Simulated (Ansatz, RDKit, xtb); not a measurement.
# C4H8GeSSi: ranking a sample of isomers

A sample of isomers of C4H8GeSSi is drawn. Aim: find which of them has the lowest free energy at 298.15 K, then its properties. The sample is small against all isomers, and the most stable one of this formula need not be in it.

The funnel: GFN2-xTB relaxations, single points with a density functional, relaxations at r2SCAN-D4/def2-SVP, harmonic vibrations (at GFN2-xTB), and a last energy at a higher level. All values are calculated.

## Step 1: Possible bonding patterns

Isomers were taken from a list of plausible structures; this is a sample, not all of them. That gives 5 candidates.

```
label                          SMILES     spin
 c244  C#C[C@H]1[SiH2][CH2][GeH2][S]1  singlet
 c363    [SiH3][S][GeH]1[CH]=CC=[CH]1  singlet
 c759       C[C](=S)[GeH2][C]#C[SiH3]  singlet
 c838        C#C[C@H]1SC[SiH2][GeH2]1  singlet
 c901             [GeH3][SiH2]c1cccs1  singlet
```

Candidates are built by distance geometry, with a force field where one applies, in up to four conformers (letters a to d).

**Question.** With final energies at CCSD(T)/def2-SVP + MP2/def2-TZVPP - MP2/def2-SVP, which structure will this search put lowest in free energy, and by what margin?

| quantity | value |
| --- | --- |
| lowest structure found | [SiH3][S][GeH]1[CH]=CC=[CH]1, singlet |
| next finalist | [GeH3][SiH2]c1cccs1, singlet, 9.5 kcal/mol higher in G |
| share at equilibrium, among the finalists | 100.0 % |

The lowest structure found is `[SiH3][S][GeH]1[CH]=CC=[CH]1`. Among the finalists first place is clear (9.5 kcal/mol); structures outside the list aren't covered. r2SCAN-D4/def2-SVP, r2SCAN-D4/def2-SVP, relaxed, HF/def2-SVP and MP2/def2-SVP already put its bonding pattern lowest among the structures in one piece. The search is not exhaustive (a finite list of starts, one conformer a finalist), so a lower isomer can't be ruled out. Only 5 drawn patterns were tried, so whole families of isomers are missing, and the result ranks this sample alone.
